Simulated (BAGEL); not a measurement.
**HF/6-31G(d) (density fitting with qzvpp-jkfit, spherical functions) run of GeNH5 (SMILES [NH2][GeH3])**

Aim: the vertical singlet–triplet gap of GeNH5 at HF/6-31G* (density fitting with qzvpp-jkfit, spherical functions), from 2 runs. 

Program for the calculation: BAGEL 1.2.2.

4 further runs of the same task are left out: 2 that didn't finish, 2 set aside as unsound or not needed.

### Step 1. Starting point

GeNH5: 7 atoms, total charge 0, spin state singlet. As SMILES, `[NH2][GeH3]`. The coordinates come from a PBE0-D4/def2-TZVP relaxation.

Bond lengths: N1–Ge2 1.843 Å, N1–H3 1.011 Å, N1–H4 1.011 Å, Ge2–H5 1.536 Å, Ge2–H6 1.548 Å, Ge2–H7 1.536 Å. Angles: N1–Ge2–H5 106.8°, N1–Ge2–H6 114.5°, N1–Ge2–H7 106.9°, Ge2–N1–H3 113.7°, Ge2–N1–H4 113.6°, H5–Ge2–H6 108.8°, H5–Ge2–H7 111.1°, H6–Ge2–H7 108.7°, H3–N1–H4 108.0°.

### Step 2. A single-point energy at HF/6-31G(d) (density fitting with qzvpp-jkfit, spherical functions)

File calc.json:

```json
{ "bagel": [

{
  "title": "molecule",
  "basis": "6-31gs.json",
  "df_basis": "qzvpp-jkfit",
  "angstrom": true,
  "geometry": [
    { "atom": "N", "xyz": [   -0.107500,   -1.162200,   -0.097000 ] },
    { "atom": "Ge", "xyz": [    0.157800,    0.661500,   -0.112100 ] },
    { "atom": "H", "xyz": [    0.362800,   -1.634300,    0.663400 ] },
    { "atom": "H", "xyz": [   -1.082500,   -1.429000,   -0.075400 ] },
    { "atom": "H", "xyz": [   -0.576500,    1.207700,   -1.345800 ] },
    { "atom": "H", "xyz": [   -0.365100,    1.397200,    1.145200 ] },
    { "atom": "H", "xyz": [    1.672400,    0.891400,   -0.224200 ] }
  ]
},
{
  "title": "hf"
},
{
  "title": "print",
  "file": "orbitals.molden",
  "orbitals": true
}

]}
```

The basis set 6-31G* is read from a file made from the Basis Set Exchange's data (not shown).

Run with:

```console
$ BAGEL_NUM_THREADS=1 BAGEL calc.json > calc.out
```

Standard output:

```text
* using 1 threads per process

  ===============================================================
  ===============================================================

  *** Geometry ***

  { "atom" : "N", "xyz" : [     -0.203146,     -2.196240,     -0.183303 ] },
  { "atom" : "Ge", "xyz" : [      0.298199,      1.250054,     -0.211838 ] },
  { "atom" : "H", "xyz" : [      0.685593,     -3.088379,      1.253644 ] },
  { "atom" : "H", "xyz" : [     -2.045629,     -2.700419,     -0.142485 ] },
  { "atom" : "H", "xyz" : [     -1.089427,      2.282222,     -2.543193 ] },
  { "atom" : "H", "xyz" : [     -0.689939,      2.640325,      2.164114 ] },
  { "atom" : "H", "xyz" : [      3.160378,      1.684502,     -0.423677 ] },

  Number of auxiliary basis functions:      433

  Since a DF basis is specified, we compute 2- and 3-index integrals:
    o Being stored without compression. Storage requirement is 0.011 GB

  Number of basis functions:       56
  Number of electrons      :       44

    * METHOD: MOLECULE                             0.17

  *** RHF ***

  === Nuclear Repulsion ===
   124.5228051908

      * DIIS with orbital gradients will be used.

  === RHF iteration (6-31gs.json) ===
      0      -2132.27634869          0.02418599           0.03
      1      -2132.36934260          0.01454357           0.03
      2      -2132.41832142          0.00148299           0.03
      3      -2132.41908113          0.00028098           0.03
      4      -2132.41909872          0.00008982           0.03
      5      -2132.41910179          0.00002467           0.03
      6      -2132.41910232          0.00000722           0.03
      7      -2132.41910237          0.00000160           0.03
      8      -2132.41910237          0.00000039           0.03
      9      -2132.41910237          0.00000017           0.03
     10      -2132.41910237          0.00000005           0.03
     11      -2132.41910237          0.00000001           0.03
     12      -2132.41910237          0.00000000           0.03
    * SCF iteration converged.

    * Permanent dipole moment:
           (    0.247234,     0.025581,    -0.476416) a.u.

    * METHOD: HF                                   0.55

    * METHOD: PRINT                                0.01

  ===============================================================
```

Run time: 0.87 s. Hardware: 1 thread of Arm Neoverse V1, shared host; peak memory 0.081 GiB.

### Step 3. The triplet

File calc.json:

```json
{ "bagel" : [

{
  "title" : "molecule",
  "basis" : "6-31gs.json",
  "df_basis" : "qzvpp-jkfit",
  "angstrom" : true,
  "geometry" : [
    { "atom" : "N", "xyz" : [      -0.107500,      -1.162200,      -0.097000 ] },
    { "atom" : "Ge", "xyz" : [       0.157800,       0.661500,      -0.112100 ] },
    { "atom" : "H", "xyz" : [       0.362800,      -1.634300,       0.663400 ] },
    { "atom" : "H", "xyz" : [      -1.082500,      -1.429000,      -0.075400 ] },
    { "atom" : "H", "xyz" : [      -0.576500,       1.207700,      -1.345800 ] },
    { "atom" : "H", "xyz" : [      -0.365100,       1.397200,       1.145200 ] },
    { "atom" : "H", "xyz" : [       1.672400,       0.891400,      -0.224200 ] }
  ]
},

{ "title" : "uhf", "nopen" : 2 },

{ "title" : "print", "file" : "orbitals.molden", "orbitals" : true }

]}
```

The basis set 6-31G* is read from a file made from the Basis Set Exchange's data (not shown).

Run with:

```console
$ BAGEL_NUM_THREADS=1 BAGEL calc.json > calc.out
```

Standard output:

```text
* using 1 threads per process

  ===============================================================
  ===============================================================

  *** Geometry ***

  { "atom" : "N", "xyz" : [     -0.203146,     -2.196240,     -0.183303 ] },
  { "atom" : "Ge", "xyz" : [      0.298199,      1.250054,     -0.211838 ] },
  { "atom" : "H", "xyz" : [      0.685593,     -3.088379,      1.253644 ] },
  { "atom" : "H", "xyz" : [     -2.045629,     -2.700419,     -0.142485 ] },
  { "atom" : "H", "xyz" : [     -1.089427,      2.282222,     -2.543193 ] },
  { "atom" : "H", "xyz" : [     -0.689939,      2.640325,      2.164114 ] },
  { "atom" : "H", "xyz" : [      3.160378,      1.684502,     -0.423677 ] },

  Number of auxiliary basis functions:      433

  Since a DF basis is specified, we compute 2- and 3-index integrals:
    o Being stored without compression. Storage requirement is 0.011 GB

  Number of basis functions:       56
  Number of electrons      :       44

    * METHOD: MOLECULE                             0.17

  *** Open-shell HF ***

  === Nuclear Repulsion ===
   124.5228051908

      * DIIS with orbital gradients will be used.

  === UHF iteration (6-31gs.json) ===
      0      -2131.93509846          0.04815701           0.06
      1      -2132.02432025          0.04554252           0.06
      2      -2132.09592888          0.03448770           0.06
      3      -2132.19210304          0.00550122           0.06
      4      -2132.20770892          0.00293271           0.06
      5      -2132.21335372          0.00159036           0.06
      6      -2132.21400578          0.00062648           0.06
      7      -2132.21438996          0.00030197           0.06
      8      -2132.21451875          0.00030231           0.06
      9      -2132.21455507          0.00005464           0.06
     10      -2132.21456155          0.00001776           0.06
     11      -2132.21456247          0.00000816           0.06
     12      -2132.21456261          0.00000451           0.06
     13      -2132.21456264          0.00000297           0.06
     14      -2132.21456265          0.00000153           0.06
     15      -2132.21456266          0.00000087           0.06
     16      -2132.21456266          0.00000049           0.06
     17      -2132.21456266          0.00000024           0.06
     18      -2132.21456266          0.00000011           0.06
     19      -2132.21456266          0.00000006           0.06
     20      -2132.21456266          0.00000004           0.06
     21      -2132.21456266          0.00000001           0.06
     22      -2132.21456266          0.00000001           0.06
    * SCF iteration converged.

    * S^2 (UHF) is 2.0113

    * Permanent dipole moment:
           (    0.205658,     1.155208,    -0.078893) a.u.

    * METHOD: UHF                                  1.56

    * METHOD: PRINT                                0.01

  ===============================================================
```

Run time: 1.9 s. Hardware: 1 thread of Arm Neoverse V1, shared host; peak memory 0.082 GiB.

### Step 4. Summary of results

At HF/6-31G* (density fitting with qzvpp-jkfit, spherical functions):

| quantity | value |
| --- | --- |
| singlet: total energy | -2132.41910 Eh |
| singlet: dipole moment | 1.37 D |
| singlet: HOMO energy | -10.69 eV |
| singlet: LUMO energy | 3.55 eV |
| singlet: HOMO–LUMO gap | 14.24 eV |
| triplet: total energy | -2132.21456 Eh |
| triplet: dipole moment | 2.99 D |
| triplet: ⟨S²⟩ | 2.011 |
| vertical energy of the triplet above the singlet | 5.566 eV |

What this shows: At this shape the triplet lies 5.57 eV (128 kcal/mol) above the singlet.
